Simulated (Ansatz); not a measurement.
# BaAlF4: the cost of one run

Method: DFT PBE, plane waves, PAW, scalar-relativistic, no spin polarisation, in Ansatz 0.2.0.

## (1) The starting structure

The cell holds 6 atoms (AlBaF4): a = 3.593 Å, b = 3.593 Å, c = 6.193 Å, α = 90.00°, β = 90.00°, γ = 90.00°.

Structure file:

```cif
data_structure
_symmetry_space_group_name_H-M 'P 1'
_symmetry_Int_Tables_number 1
_cell_length_a 3.5932
_cell_length_b 3.5932
_cell_length_c 6.1934
_cell_angle_alpha 90.000
_cell_angle_beta 90.000
_cell_angle_gamma 90.000
_cell_volume 79.96
loop_
_atom_site_label
_atom_site_type_symbol
_atom_site_fract_x
_atom_site_fract_y
_atom_site_fract_z
_atom_site_occupancy
Ba1 Ba 0.50000 0.50000 0.50000 1
Al1 Al 0.00000 0.00000 0.00000 1
F1 F 0.50000 0.00000 0.00000 1
F2 F 0.00000 0.50000 0.00000 1
F3 F 0.00000 0.00000 0.27700 1
F4 F 0.00000 0.00000 0.72300 1
```

## (2) The run

Contents of input.yaml:

```yaml
crystal:
  lattice:
    - [3.593209, 0.0, 0.0]
    - [0.0, 3.593209, 0.0]
    - [0.0, 0.0, 6.19339]
  atoms:
    - { symbol: Ba, position: [0.5, 0.5, 0.5] }
    - { symbol: Al, position: [0.0, 0.0, 0.0] }
    - { symbol: F, position: [0.5, 0.0, 0.0] }
    - { symbol: F, position: [0.0, 0.5, 0.0] }
    - { symbol: F, position: [0.0, 0.0, 0.277] }
    - { symbol: F, position: [0.0, 0.0, 0.723] }
kpoints:
  mp_grid: { grid: [4, 4, 3] }
magnetization:
  spin_polarized: false
scf:
  occupations: { method: fermi_dirac, width: 0.1 }
hamiltonian:
  pseudopotentials: { kind: paw }
  xc: pbe
basis:
  ecutwfc: 420
md:
  timestep: 1.5
  n_steps: 40
  ensemble: npt_langevin
  temperature: 300.0
  initial_velocities: maxwell_boltzmann
  seed: 530964
  pressure: 0.0
```

Started as:

```console
> ansatz run input.yaml --threads 2 --pin off --max-ram 2560MiB --backend cpu --events-out ev --progress --plain --runs-dir out
```

**Question.** How long does this run take on 2 threads of Arm Neoverse V2, shared host, and how much memory does it need?

About 1.9 min, with a peak of 0.41 GiB.
